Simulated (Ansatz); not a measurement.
# Ta: the cost of one run

Method: DFT r2SCAN, scalar-relativistic, plane waves, PAW, in Ansatz 0.2.0.

### Step 1. The system as given

It takes space group Cmce (No. 64, orthorhombic). The conventional cell has a = 3.328 Å, b = 10.556 Å, c = 4.403 Å, α = 90.00°, β = 90.00°, γ = 90.00°. Ta (site symmetry m) has 3 Ta at 2.18 to 2.22 Å as nearest neighbours.

Coordinates:

```
CELL_PARAMETERS angstrom
1.66383 -5.27802 0.00000
1.66383 5.27802 0.00000
0.00000 0.00000 4.40337
ATOMIC_POSITIONS crystal
Ta 0.09800 0.90200 0.91000
Ta 0.59800 0.40200 0.59000
Ta 0.90200 0.09800 0.09000
Ta 0.40200 0.59800 0.41000
```

(A quick probe on a coarse mesh, which set the mesh and smearing, is not shown.)

### Step 3. A loose first relaxation

Input file input.yaml:

```yaml
crystal:
  lattice:
    - [1.6638321332, -5.278017341, 0.0]
    - [1.6638321332, 5.278017341, 0.0]
    - [0.0, 0.0, 4.4033744674]
  atoms:
    - { symbol: Ta, position: [0.098, 0.902, 0.91] }
    - { symbol: Ta, position: [0.598, 0.402, 0.59] }
    - { symbol: Ta, position: [0.902, 0.098, 0.09] }
    - { symbol: Ta, position: [0.402, 0.598, 0.41] }
basis:
  ecutwfc: 500
kpoints:
  mp_grid: { grid: [6, 6, 4] }
hamiltonian:
  xc: r2scan
scf:
  occupations: { method: gaussian, width: 0.1 }
  lower_state_search: "off"
output:
  forces: true
  stress: true
  eigenvalues: true
relax:
  adjacent_minimum: "off"
  f_tol: 0.04
  max_steps: 70
  cell: { stress_tol: 0.4 }
```

Q: Estimate wall time and peak memory on 4 threads of an x86-64 CPU, shared host.

About 18 s, with a peak of 0.81 GiB.
